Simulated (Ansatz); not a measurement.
# YbP (zincblende): equation of state

How stiff is YbP (zincblende)? Energies and pressures are computed at volumes on both sides of the relaxed cell and fitted. The start comes from a prototype table, not from a measured structure.

Program: Ansatz 0.2.0. Level of theory: DFT PBEsol, scalar-relativistic, plane waves, PAW. These are calculated values, not measurements.

1 further run of the same task is left out (it didn't finish).

## 1. The structure to begin with

Symmetry: F-43m, No. 216, cubic system. The conventional cell has a = 6.195 Å, b = 6.195 Å, c = 6.195 Å, α = 90.00°, β = 90.00°, γ = 90.00°. Yb (site symmetry -43m) has 4 P at 2.68 Å as nearest neighbours. P (site symmetry -43m) has 4 Yb at 2.68 Å as nearest neighbours.

As a file:

```xyz
2
Lattice="0.0000 3.0973 3.0973 3.0973 0.0000 3.0973 3.0973 3.0973 0.0000" Properties=species:S:1:pos:R:3 pbc="T T T"
Yb    0.0000    0.0000    0.0000
P     1.5486    1.5486    1.5486
```

An earlier run at PBEsol left this cell at 29.712 Å³/atom and -0.01 GPa (10×10×10 mesh).

Volume factors to run: 0.980, 1.020, 0.960, 1.040.

## 2. Scaling the volume by 0.980

Input file input.yaml:

```yaml
crystal:
  lattice:
    - [0.0, 3.0764819018, 3.0764819018]
    - [3.0764819018, 0.0, 3.0764819018]
    - [3.0764819018, 3.0764819018, 0.0]
  atoms:
    - { symbol: Yb, position: [0.0, 0.0, 0.0], spin: 0.6 }
    - { symbol: P, position: [0.25, 0.25, 0.25] }
basis:
  ecutwfc: 420
  ecutrho_ratio: 4
kpoints:
  mp_grid: { grid: [10, 10, 10] }
hamiltonian:
  xc: pbesol
scf:
  occupations: { method: gaussian, width: 0.05 }
output:
  forces: true
  stress: true
  eigenvalues: true
  populations: true
magnetization:
  spin_polarized: true
```

The runs that follow: Scaling the volume by 1.020; Volume × 0.960; Volume × 1.040.

Before running it: what results should come out? Wanted: V0; B0; B0′; scatter of the fit.

**Answer**, as computed:

```
          quantity           value
                V0  29.705 Å³/atom
                B0          45 GPa
               B0′             4.0
scatter of the fit  0.000 meV/atom
```

In words: The fitted minimum lies at 29.71 Å³/atom, and the bulk modulus is 45 GPa. One per cent of compression takes about 0.45 GPa. These are values at 0 K without zero-point motion. No U acts on the 4f shell, so its levels can lie too near the Fermi level. Spin–orbit coupling is left out, though the cell holds Yb; it splits the 4f levels.
